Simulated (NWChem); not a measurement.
# One shape, several levels: CH5ClGeSe (SMILES [CH3][GeH]([Cl])[SeH])

Aim: a comparison of 6 runs (HF/STO-3G, HF/3-21G, HF/def2-TZVP, CAM-B3LYP/3-21G, B3LYP/6-31G*) of CH5ClGeSe. 

The calculation is run with NWChem 7.3.0.

## 1. The structure to begin with

CH5ClGeSe: 9 atoms, total charge 0, spin state singlet. As SMILES, `[CH3][GeH]([Cl])[SeH]`. Geometry: relaxed at PBE0-D4/def2-TZVP. This is one conformer, not always the lowest.

Bond lengths: C1–Ge2 1.939 Å, Ge2–Cl3 2.166 Å, Ge2–Se4 2.346 Å, C1–H5 1.090 Å, C1–H6 1.090 Å, C1–H7 1.090 Å, Ge2–H8 1.535 Å, Se4–H9 1.469 Å. Some angles: C1–Ge2–Cl3 106.5°, C1–Ge2–Se4 112.3°, Cl3–Ge2–Se4 110.3°, C1–Ge2–H8 115.1°, Cl3–Ge2–H8 106.4°, Se4–Ge2–H8 106.0°, Ge2–C1–H5 109.7°, Ge2–C1–H6 109.5°, Ge2–C1–H7 109.4°, Ge2–Se4–H9 92.2°.

## 2. Energy and gradient at HF/STO-3G (run 1)

run.py reads:

```python
from ase import Atoms
from ase.calculators.nwchem import NWChem

mol = Atoms('CGeClSeHHHHH', positions=[
    [0.008000, 0.627800, -1.078900],
    [0.311700, -0.744600, 0.256600],
    [2.229300, -0.308300, 1.163200],
    [-1.371000, -0.785500, 1.890200],
    [-0.939500, 0.443700, -1.586300],
    [-0.024000, 1.604100, -0.595300],
    [0.823100, 0.615300, -1.803200],
    [0.405800, -2.175800, -0.289900],
    [-1.354700, 0.677100, 2.026300],
])

calc = NWChem(
    label='mol',
    theory='scf',
    memory='2200 mb',
    basis='STO-3G',
    basispar='spherical bse',
    scf={'nopen': '0', 'rhf': None, 'thresh': '1e-08', 'maxiter': '80'},
)
mol.calc = calc

forces = mol.get_forces()
print(f"energy = {mol.get_potential_energy():.6f} eV")
print("forces (eV/A):")
for s, f in zip(mol.symbols, forces):
    print(f"{s:2s} {f[0]:10.5f} {f[1]:10.5f} {f[2]:10.5f}")
print("dipole (e A):", mol.get_dipole_moment().round(4))
```

Started as:

```
export ASE_NWCHEM_COMMAND="nwchem PREFIX.nwi > PREFIX.nwo"
python run.py
```

What it wrote:

```text
energy = -133888.902179 eV
forces (eV/A):
C     0.16681   -0.60704    0.63496
Ge   -0.30411   -1.53783   -0.60251
Cl   -0.14840   -0.02592   -0.05476
Se    0.53129    1.11473   -0.37641
H     0.37394    0.21098    0.04859
H    -0.03327   -0.23536   -0.37111
H    -0.39878    0.13992    0.13421
H    -0.02299    1.81026    0.51288
H    -0.16450   -0.86980    0.07415
dipole (e A): [-0.3689  0.1512 -0.4922]
```

The calculator wrote mol.nwi:

```
title "mol"

permanent_dir mol

scratch_dir mol

start mol

geometry units angstrom nocenter noautosym noautoz
  C  8.0000000000000002e-03 6.2780000000000002e-01 -1.0789000000000000e+00
  Ge 3.1169999999999998e-01 -7.4460000000000004e-01 2.5659999999999999e-01
  Cl 2.2292999999999998e+00 -3.0830000000000002e-01 1.1632000000000000e+00
  Se -1.3710000000000000e+00 -7.8549999999999998e-01 1.8902000000000001e+00
  H  -9.3950000000000000e-01 4.4369999999999998e-01 -1.5863000000000000e+00
  H  -2.4000000000000000e-02 1.6041000000000001e+00 -5.9530000000000005e-01
  H  8.2310000000000005e-01 6.1529999999999996e-01 -1.8031999999999999e+00
  H  4.0579999999999999e-01 -2.1758000000000002e+00 -2.8989999999999999e-01
  H  -1.3547000000000000e+00 6.7710000000000004e-01 2.0263000000000000e+00
end

memory 2200 mb

basis spherical bse noprint
   * library STO-3G
end

scf
  nopen 0
  rhf
  thresh 1e-08
  maxiter 80
end

task scf gradient
```

mol.nwo, cut to the lines that bear on the results:

```text
[...]
      One-electron energy =  -8195.578128707337
[... 1 line left out ...]
 Nuclear repulsion energy =    654.319067000160
[... 63 lines left out ...]
                       ROHF Final Molecular Orbital Analysis
[... 237 lines left out ...]
     1   1 0 0     -0.697187      0.000000      0.410448
[...]
  wavefunction    =   RHF
                         RHF ENERGY GRADIENTS
    atom               coordinates                        gradient
                 x          y          z           x          y          z
   1 C       0.015118   1.186370  -2.038825   -0.003244   0.011805  -0.012348
   2 Ge      0.589028  -1.407090   0.484904    0.005914   0.029906   0.011717
   3 Cl      4.212766  -0.582603   2.198129    0.002886   0.000504   0.001065
[... 5 lines of this table left out ...]
   9 H      -2.560012   1.279533   3.829152    0.003199   0.016915  -0.001442
[...]
```

Run time: 20 s. Hardware: 1 thread of Intel Xeon Platinum 8259CL at 2.50GHz (Skylake/Cascade Lake), shared host; peak memory 0.099 GiB.

## 3. Energy and gradient at HF/3-21G (run 2)

test.nw reads:

```
start test
title "CH5ClGeSe gradient"
memory stack 880 mb heap 220 mb global 1100 mb
geometry units angstrom noautosym nocenter noautoz
  C        0.008000       0.627800      -1.078900
  Ge       0.311700      -0.744600       0.256600
  Cl       2.229300      -0.308300       1.163200
  Se      -1.371000      -0.785500       1.890200
  H       -0.939500       0.443700      -1.586300
  H       -0.024000       1.604100      -0.595300
  H        0.823100       0.615300      -1.803200
  H        0.405800      -2.175800      -0.289900
  H       -1.354700       0.677100       2.026300
end
basis spherical bse
  * library 3-21G
end
scf
  thresh 1e-08
  maxiter 80
  print low
end
task scf gradient
```

Started as:

```
nwchem test.nw > test.out
```

What it wrote:

```text
[...]
  functions       =    76
[...]
  wavefunction    = RHF
[...]
         Total SCF energy =  -4951.746486371660
      One-electron energy =  -8206.834264576350
      Two-electron energy =   2600.768711204530
 Nuclear repulsion energy =    654.319067000160
        Time for solution =     12.9s
[...]
                         RHF ENERGY GRADIENTS
    atom               coordinates                        gradient
                 x          y          z           x          y          z
   1 C       0.015118   1.186370  -2.038825    0.000271  -0.000918   0.000057
   2 Ge      0.589028  -1.407090   0.484904    0.010960   0.013756   0.023661
   3 Cl      4.212766  -0.582603   2.198129   -0.025501  -0.005866  -0.011167
   4 Se     -2.590814  -1.484380   3.571960    0.011360  -0.001818  -0.009843
   5 H      -1.775398   0.838471  -2.997672   -0.004926  -0.002548  -0.001065
   6 H      -0.045353   3.031309  -1.124954    0.000061   0.003057   0.004659
   7 H       1.555433   1.162748  -3.407554    0.005020  -0.001958  -0.002136
   8 H       0.766851  -4.111666  -0.547832   -0.000286  -0.002724  -0.000827
   9 H      -2.560012   1.279533   3.829152    0.003039  -0.000980  -0.003339
 Task  times  cpu:       19.8s     wall:       19.8s
[...]
```

Run time: 20 s. Hardware: 1 thread of Intel Xeon Platinum 8259CL at 2.50GHz (Skylake/Cascade Lake), shared host; peak memory 0.1 GiB.

Runs 3 to 5 aren't shown in full; the table further down has their settings and results.

## 4. Energy and gradient at B3LYP/6-31G(d) (Cartesian functions) (run 6)

work.nw reads:

```
start work
title "CH5ClGeSe B3LYP"
memory total 2200 mb
charge 0

geometry units angstrom noautosym nocenter noautoz
 C      0.008000     0.627800    -1.078900
 Ge     0.311700    -0.744600     0.256600
 Cl     2.229300    -0.308300     1.163200
 Se    -1.371000    -0.785500     1.890200
 H     -0.939500     0.443700    -1.586300
 H     -0.024000     1.604100    -0.595300
 H      0.823100     0.615300    -1.803200
 H      0.405800    -2.175800    -0.289900
 H     -1.354700     0.677100     2.026300
end

basis
 C library 6-31G*
 Ge library 6-31G*
 Cl library 6-31G*
 Se library 6-31G*
 H library 6-31G*
end

dft
 xc b3lyp
 mult 1
 grid fine
 convergence energy 1e-08
 iterations 100
 mulliken
 print medium
end

task dft gradient
```

Started as:

```
nwchem work.nw > work.out
```

What it wrote:

```text
[...]
          Wavefunction type:  closed shell.
          No. of atoms     :     9
          No. of electrons :    94
[...]
          Charge           :     0
          Spin multiplicity:     1
[...]
          AO basis - number of functions:   114
[...]
              XC Information
              --------------
                         B3LYP Method XC Potential
                     Hartree-Fock (Exact) Exchange  0.200
                        Slater Exchange Functional  0.800 local
                    Becke 1988 Exchange Functional  0.720 non-local
              Lee-Yang-Parr Correlation Functional  0.810
                  VWN I RPA Correlation Functional  0.190 local
[...]
 d= 0,ls=0.0,diis     1  -4979.3816255738 -5.63D+03  1.21D-02  2.43D+00     9.6
[...]
 d= 0,ls=0.0,diis    10  -4979.4529522906 -5.65D-10  2.35D-07  8.63D-10    69.7
         Total DFT energy =    -4979.452952290606
      One electron energy =    -8232.131508951146
           Coulomb energy =     2800.145005070436
    Exchange-Corr. energy =     -201.785515410055
 Nuclear repulsion energy =      654.319067000160
[...]
      Total Density - Mulliken Population Analysis
     ---------------------------------------------
    Atom       Charge   Shell Charges
 -----------   ------   -------------------------------------------------------
    1 C    6     6.57   1.99  0.68  2.12  0.65  1.10  0.03
    2 Ge  32    31.78   2.00  1.99  6.00  1.93  5.99  1.35  2.03  0.06  0.21  6.93  2.96  0.34
    3 Cl  17    17.21   2.00  1.99  5.97  1.46  3.62  0.55  1.66 -0.03
    4 Se  34    34.17   2.00  1.99  6.00  1.93  5.98  1.56  3.21  0.34  1.01  6.99  2.96  0.19
    5 H    1     0.81   0.52  0.29
    6 H    1     0.81   0.52  0.29
    7 H    1     0.81   0.52  0.29
    8 H    1     0.95   0.49  0.46
    9 H    1     0.90   0.48  0.42
[...]
  wavefunction    = closed shell
                         DFT ENERGY GRADIENTS
    atom               coordinates                        gradient
                 x          y          z           x          y          z
   1 C       0.015118   1.186370  -2.038825    0.000485  -0.002637   0.002873
   2 Ge      0.589028  -1.407090   0.484904    0.003573   0.003637   0.004242
   3 Cl      4.212766  -0.582603   2.198129   -0.010739  -0.001919  -0.004444
   4 Se     -2.590814  -1.484380   3.571960    0.006336   0.006176  -0.004981
   5 H      -1.775398   0.838471  -2.997672    0.001644   0.000212   0.001096
   6 H      -0.045353   3.031309  -1.124954    0.000095  -0.002010  -0.000389
   7 H       1.555433   1.162748  -3.407554   -0.001309  -0.000206   0.001538
   8 H       0.766851  -4.111666  -0.547832   -0.000304   0.002503   0.000956
   9 H      -2.560012   1.279533   3.829152    0.000218  -0.005756  -0.000891
[...]
```

It took 2.1 min on 1 thread of Intel Xeon Platinum 8259CL at 2.50GHz (Skylake/Cascade Lake), shared host; peak memory 0.13 GiB.

## 5. Overview of the runs

```tsv
run	level	iteration cap	module	energy (Eh)	dipole moment (D)	HOMO energy (eV)	LUMO energy (eV)	wall time
1	HF/STO-3G	80	scf	-4920.326442	3.04	-7.71	7.57	20 s
2	HF/3-21G	80	scf	-4951.746486	–	–	–	20 s
3	HF/def2-TZVP	80	scf	-4975.603702	–	–	–	9.7 min
4	CAM-B3LYP/3-21G	100	dft	-4956.280758	3.27	-8.43	0.77	100 s
5	B3LYP/6-31G* (spherical functions)	100	dft	-4979.436427	2.69	-6.84	-0.65	2.2 min
6	B3LYP/6-31G* (Cartesian functions)	100	dft	-4979.452952	2.67	-6.85	-0.69	2.1 min
```

## 6. Results

```
                       quantity           value
            run 6: total energy  -4979.45295 Eh
           run 6: dipole moment          2.67 D
             run 6: HOMO energy        -6.85 eV
             run 6: LUMO energy        -0.69 eV
           run 6: HOMO–LUMO gap         6.16 eV
run 6: largest force on an atom      0.606 eV/Å
```

**Reading.** Over runs 1, 4, 5, 6 the dipole moment (its size) runs from 2.67 D (B3LYP/6-31G*) to 3.27 D (CAM-B3LYP/3-21G). The two ends differ in method and basis. Over runs 1, 4, 5, 6 the HOMO–LUMO gap runs from 6.16 eV (B3LYP/6-31G*) to 15.28 eV (HF/STO-3G). Totals of different functionals can't be ranked against each other. In run 1 the basis is minimal, so the values are rough. All runs together took 16 min, the longest 9.7 min.
